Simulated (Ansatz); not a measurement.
**SiNH4SF (SMILES N[SiH](F)S) at HSE06-D4/cc-pVTZ (sfX2C)**

What is the energy difference between two shapes of SiNH4SF at HSE06-D4/cc-pVTZ (sfX2C)? 

The calculation is run with Ansatz 0.2.0.

### Step 1. Starting point

SiNH4SF: 8 atoms, total charge 0, spin state singlet. As SMILES, `N[SiH](F)S`. The shape is that of a PBE0-D4/def2-TZVP optimisation. This is one conformer, not always the lowest.

Bond lengths: N1–Si2 1.688 Å, Si2–F3 1.602 Å, Si2–S4 2.122 Å, N1–H5 1.006 Å, N1–H6 1.006 Å, Si2–H7 1.477 Å, S4–H8 1.344 Å. Angles: N1–Si2–F3 115.9°, N1–Si2–S4 106.2°, F3–Si2–S4 106.4°, N1–Si2–H7 108.1°, F3–Si2–H7 105.1°, S4–Si2–H7 115.5°, Si2–N1–H5 122.0°, Si2–N1–H6 122.7°, Si2–S4–H8 93.8°, H5–N1–H6 112.8°.

### Step 2. Energy and gradient at HSE06-D4/cc-pVTZ (sfX2C)

File run.yaml:

```yaml
crystal:
  periodic: [false, false, false]
  atoms:
    - {symbol: N, position_ang: [-0.902100, 0.955900, 0.412200]}
    - {symbol: Si, position_ang: [0.375500, -0.130000, 0.216300]}
    - {symbol: F, position_ang: [1.704300, 0.467300, -0.449000]}
    - {symbol: S, position_ang: [-0.326800, -1.638000, -1.101100]}
    - {symbol: H, position_ang: [-0.992800, 1.530800, 1.232700]}
    - {symbol: H, position_ang: [-1.456600, 1.286800, -0.359400]}
    - {symbol: H, position_ang: [0.790500, -0.596200, 1.554500]}
    - {symbol: H, position_ang: [0.900300, -1.933500, -1.562000]}
basis:
  gaussian: {orbitals: cc-pVTZ}
hamiltonian: {xc: hse06, dispersion: d4, pseudopotentials: {relativity: scalar}}
scf: {omitted_lower_state_checks: [atomic_configurations, orbital_swaps]}
output: {forces: true, orbitals: {seedname: orbitals}}
```

Started as:

```
ansatz run run.yaml --threads 1 --pin off --max-ram 2610MiB --events-out events.jsonl --progress --plain --runs-dir runs
```

The log of the run, cut to the lines that bear on the results:

```text
Warning: RAYON_NUM_THREADS=1 ignored (pool sized by the plan → 1); use --threads N
Functional definition: HSE06
  name "HSE06"
[...]
1132 factors; their error is unknown
94 factors; integrals over basis functions are off by at most 5.0e-7 eV
[...]
mean field -23022.89988105 eV, -846.0759651466 hartree, gradient 3.7e-5 eV, S^2 0.000000; 0 other end points of the search recorded, 0 dependent functions left out
[...]
reference -23022.89991742 eV, -846.0759664832 hartree; 25, 25 occupied and 159, 159 virtual orbitals, 1132 factors
Total energy: -23023.03548150 eV, -846.0809483713 hartree
Relativity: scalar
Atom 0 at    -0.902100     0.955900     0.412200 Å, force    -0.144048     0.110734     0.020388 eV/Å
Atom 1 at     0.375500    -0.130000     0.216300 Å, force    -0.100448    -0.095619     0.165564 eV/Å
Atom 2 at     1.704300     0.467300    -0.449000 Å, force     0.242770     0.113173    -0.133140 eV/Å
Atom 3 at    -0.326800    -1.638000    -1.101100 Å, force    -0.056154    -0.078990    -0.066306 eV/Å
Atom 4 at    -0.992800     1.530800     1.232700 Å, force     0.006580    -0.014901    -0.036181 eV/Å
Atom 5 at    -1.456600     1.286800    -0.359400 Å, force     0.026102    -0.005638     0.029608 eV/Å
Atom 6 at     0.790500    -0.596200     1.554500 Å, force     0.004775    -0.019183     0.031142 eV/Å
Atom 7 at     0.900300    -1.933500    -1.562000 Å, force     0.020423    -0.009577    -0.011076 eV/Å
Dipole moment:    -0.182519     0.232839     0.143876 e Å
Checks for a lower state left out: orbital_swaps
```

It took 9.9 s on 1 thread of Intel Xeon Platinum 8259CL at 2.50GHz (Skylake/Cascade Lake), shared host; peak memory 0.45 GiB.

### Step 3. The distorted shape at the same level

File run.yaml:

```yaml
crystal:
  periodic: [false, false, false]
  atoms:
    - {symbol: N, position_ang: [-0.886540, 0.923910, 0.388625]}
    - {symbol: Si, position_ang: [0.379778, -0.157358, 0.234972]}
    - {symbol: F, position_ang: [1.698715, 0.450970, -0.520065]}
    - {symbol: S, position_ang: [-0.346758, -1.606782, -1.077102]}
    - {symbol: H, position_ang: [-0.932530, 1.506846, 1.211166]}
    - {symbol: H, position_ang: [-1.423503, 1.271696, -0.368408]}
    - {symbol: H, position_ang: [0.885950, -0.515263, 1.570313]}
    - {symbol: H, position_ang: [0.885655, -1.930967, -1.575237]}
basis:
  gaussian: {orbitals: cc-pVTZ}
hamiltonian: {xc: hse06, dispersion: d4, pseudopotentials: {relativity: scalar}}
scf: {omitted_lower_state_checks: [atomic_configurations, orbital_swaps]}
output: {forces: true, orbitals: {seedname: orbitals}}
```

Started as:

```
ansatz run run.yaml --threads 1 --pin off --max-ram 2610MiB --events-out events.jsonl --progress --plain --runs-dir runs
```

The log of the run, cut to the lines that bear on the results:

```text
Warning: RAYON_NUM_THREADS=1 ignored (pool sized by the plan → 1); use --threads N
[... 2 set-up lines as earlier in the session ...]
[...]
1132 factors; their error is unknown
94 factors; integrals over basis functions are off by at most 4.9e-7 eV
[...]
mean field -23022.82433285 eV, -846.0731888014 hartree, gradient 5.5e-5 eV, S^2 0.000000; 0 other end points of the search recorded, 0 dependent functions left out
[...]
reference -23022.82436895 eV, -846.0731901280 hartree; 25, 25 occupied and 159, 159 virtual orbitals, 1132 factors
Total energy: -23022.96081641 eV, -846.0782044799 hartree
Relativity: scalar
Atom 0 at    -0.886540     0.923910     0.388625 Å, force    -0.043591     0.306702     1.122378 eV/Å
Atom 1 at     0.379778    -0.157358     0.234972 Å, force     1.220532     0.607396    -0.572791 eV/Å
Atom 2 at     1.698715     0.450970    -0.520065 Å, force    -0.398278    -0.244942     0.361165 eV/Å
Atom 3 at    -0.346758    -1.606782    -1.077102 Å, force     0.317925    -0.838179    -0.548679 eV/Å
Atom 4 at    -0.932530     1.506846     1.211166 Å, force    -0.125131     0.008262    -0.170218 eV/Å
Atom 5 at    -1.423503     1.271696    -0.368408 Å, force    -0.341258     0.191429    -0.518685 eV/Å
Atom 6 at     0.885950    -0.515263     1.570313 Å, force    -0.102888    -0.161127     0.105017 eV/Å
Atom 7 at     0.885655    -1.930967    -1.575237 Å, force    -0.527310     0.130459     0.221813 eV/Å
Dipole moment:    -0.204546     0.191304     0.174387 e Å
Checks for a lower state left out: orbital_swaps
```

It took 11 s on 1 thread of Intel Xeon Platinum 8259CL at 2.50GHz (Skylake/Cascade Lake), shared host; peak memory 0.45 GiB.

### Step 4. Results

At HSE06-D4/cc-pVTZ (sfX2C):

```
                                 quantity          value
                first shape: total energy  -846.08095 Eh
               first shape: dipole moment         1.58 D
                 first shape: HOMO energy       -7.24 eV
                 first shape: LUMO energy        0.12 eV
               first shape: HOMO–LUMO gap        7.36 eV
           first shape: dispersion energy  -13.08 kJ/mol
    first shape: largest force on an atom     0.299 eV/Å
            distorted shape: total energy  -846.07820 Eh
           distorted shape: dipole moment         1.58 D
             distorted shape: HOMO energy       -7.31 eV
             distorted shape: LUMO energy       -0.02 eV
           distorted shape: HOMO–LUMO gap        7.30 eV
       distorted shape: dispersion energy  -13.17 kJ/mol
distorted shape: largest force on an atom     1.479 eV/Å
   energy change with the atoms displaced       0.075 eV
```

What this shows: With the atoms displaced the energy rises by 0.07 eV (1.7 kcal/mol). The first shape isn't relaxed at this level, so the change isn't measured from a minimum. The largest force (first shape) is 0.30 eV/Å: the shape isn't a stationary point for this species at this level.
